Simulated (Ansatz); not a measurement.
This script for Ansatz 0.2.0 through its Python package starts 8 runs on CH6AsBS, SMILES BSC[AsH2]. What input does the engine get in each?

The script, `ch6asbs.py`:
```python
'''Potential curve of CH6AsBS along one bond.'''

import ansatz as az
import numpy as np

BASIS_SET = 'def2-SVP'
XC = 'pbe0'

GEOMETRY = '''
B    -1.39460    1.64140    0.44720
S     0.40340    1.36090    0.26170
C     0.15530   -0.34370   -0.33670
As    2.02950   -1.13320   -0.66250
H    -2.05330    2.10810   -0.49650
H    -1.99170    1.46100    1.45180
H    -0.36570   -0.35150   -1.26550
H    -0.30190   -0.93140    0.43890
H     1.35460   -2.56470   -0.72900
H     2.24760   -1.29800    0.89360
'''


def main() -> None:
    molecule = az.Crystal.molecule()
    for line in GEOMETRY.strip().splitlines():
        symbol, *xyz = line.split()
        molecule = molecule.atom(symbol, [float(v) for v in xyz])

    symbols = [site.symbol for site in molecule.cartesian_sites]
    start = np.array([site.position_ang for site in molecule.cartesian_sites])
    axis = (start[7] - start[2]) / np.linalg.norm(start[7] - start[2])
    moving = [7]
    lengths, energies = [0.946, 0.989, 1.032, 1.075, 1.118, 1.161, 1.204, 1.269], []
    for length in lengths:
        xyz = start.copy()
        xyz[moving] += (length - np.linalg.norm(start[7] - start[2])) * axis
        point = az.Crystal.molecule()
        for symbol, place in zip(symbols, xyz):
            point = point.atom(symbol, place.tolist())
        calc = (
            point.calculation()
            .basis(gaussian=BASIS_SET)
            .functional(XC)
        )
        summary = calc.run(threads=1, backend='cpu').report
        energies.append(summary['free_energy_ev'])
        print(f'r = {length:6.3f} A  E = {energies[-1]:.5f} eV  <S^2> = {abs(summary["mean_field"]["state"]["spin_squared"]):.3f}')

    # quartic fit about the minimum
    fit = np.polynomial.Polynomial.fit(lengths, np.array(energies) - min(energies), 4).convert()
    roots = [r.real for r in fit.deriv().roots() if abs(r.imag) < 1e-9 and fit.deriv(2)(r.real) > 0]
    r_e = min(roots, key=lambda r: abs(r - lengths[int(np.argmin(energies))]))
    print(f'minimum of the fit at {r_e:.4f} A, force constant {fit.deriv(2)(r_e):.2f} eV/A^2')


if __name__ == '__main__':
    main()
```

Run 1:
```yaml
crystal:
  periodic: [false, false, false]
  atoms:
    - { symbol: B, position_ang: [-1.3946, 1.6414, 0.4472] }
    - { symbol: S, position_ang: [0.4034, 1.3609, 0.2617] }
    - { symbol: C, position_ang: [0.1553, -0.3437, -0.3367] }
    - { symbol: As, position_ang: [2.0295, -1.1332, -0.6625] }
    - { symbol: H, position_ang: [-2.0533, 2.1081, -0.4965] }
    - { symbol: H, position_ang: [-1.9917, 1.461, 1.4518] }
    - { symbol: H, position_ang: [-0.3657, -0.3515, -1.2655] }
    - { symbol: H, position_ang: [-0.246974479552979, -0.8607969195828648, 0.3457236359170833] }
    - { symbol: H, position_ang: [1.3546, -2.5647, -0.729] }
    - { symbol: H, position_ang: [2.2476, -1.298, 0.8936] }
basis:
  gaussian:
    orbitals: def2-SVP
hamiltonian:
  xc: pbe0
```

Run 2, against run 1:
```diff
-    - { symbol: H, position_ang: [-0.246974479552979, -0.8607969195828648, 0.3457236359170833] }
+    - { symbol: H, position_ang: [-0.2652596831690235, -0.8843013250184495, 0.3767428920951326] }
```

Run 3, against run 1:
```diff
-    - { symbol: H, position_ang: [-0.246974479552979, -0.8607969195828648, 0.3457236359170833] }
+    - { symbol: H, position_ang: [-0.283544886785068, -0.9078057304540343, 0.4077621482731819] }
```

Run 4, against run 1:
```diff
-    - { symbol: H, position_ang: [-0.246974479552979, -0.8607969195828648, 0.3457236359170833] }
+    - { symbol: H, position_ang: [-0.30183009040111247, -0.931310135889619, 0.4387814044512311] }
```

Run 5, against run 1:
```diff
-    - { symbol: H, position_ang: [-0.246974479552979, -0.8607969195828648, 0.3457236359170833] }
+    - { symbol: H, position_ang: [-0.32011529401715705, -0.9548145413252038, 0.46980066062928044] }
```

Run 6, against run 1:
```diff
-    - { symbol: H, position_ang: [-0.246974479552979, -0.8607969195828648, 0.3457236359170833] }
+    - { symbol: H, position_ang: [-0.3384004976332015, -0.9783189467607886, 0.5008199168073296] }
```

Run 7, against run 1:
```diff
-    - { symbol: H, position_ang: [-0.246974479552979, -0.8607969195828648, 0.3457236359170833] }
+    - { symbol: H, position_ang: [-0.356685701249246, -1.0018233521963733, 0.5318391729853789] }
```

Run 8, against run 1:
```diff
-    - { symbol: H, position_ang: [-0.246974479552979, -0.8607969195828648, 0.3457236359170833] }
+    - { symbol: H, position_ang: [-0.3843261253200109, -1.037353267389699, 0.5787287462777788] }
```

Output of `python ch6asbs.py`:
```text
r =  0.946 A  E = -73460.25923 eV  <S^2> = 0.000
r =  0.989 A  E = -73460.54105 eV  <S^2> = 0.000
r =  1.032 A  E = -73460.70606 eV  <S^2> = 0.000
r =  1.075 A  E = -73460.77912 eV  <S^2> = 0.000
r =  1.118 A  E = -73460.78022 eV  <S^2> = 0.000
r =  1.161 A  E = -73460.72539 eV  <S^2> = 0.000
r =  1.204 A  E = -73460.62754 eV  <S^2> = 0.000
r =  1.269 A  E = -73460.42034 eV  <S^2> = 0.000
minimum of the fit at 1.0965 A, force constant 34.20 eV/A^2
```

Reading the output:
- Total energies depend on the basis set; only differences at equal settings carry meaning.
- The rest of the molecule is held rigid at a force-field or estimated start geometry, and the basis set is modest; single-reference methods fail as a bond breaks.
- The orbitals are restricted, so S² is zero by construction.
- The whole script took 34 s on 1 thread of Arm Neoverse V1, on a shared host, peak memory 0.3 GiB.
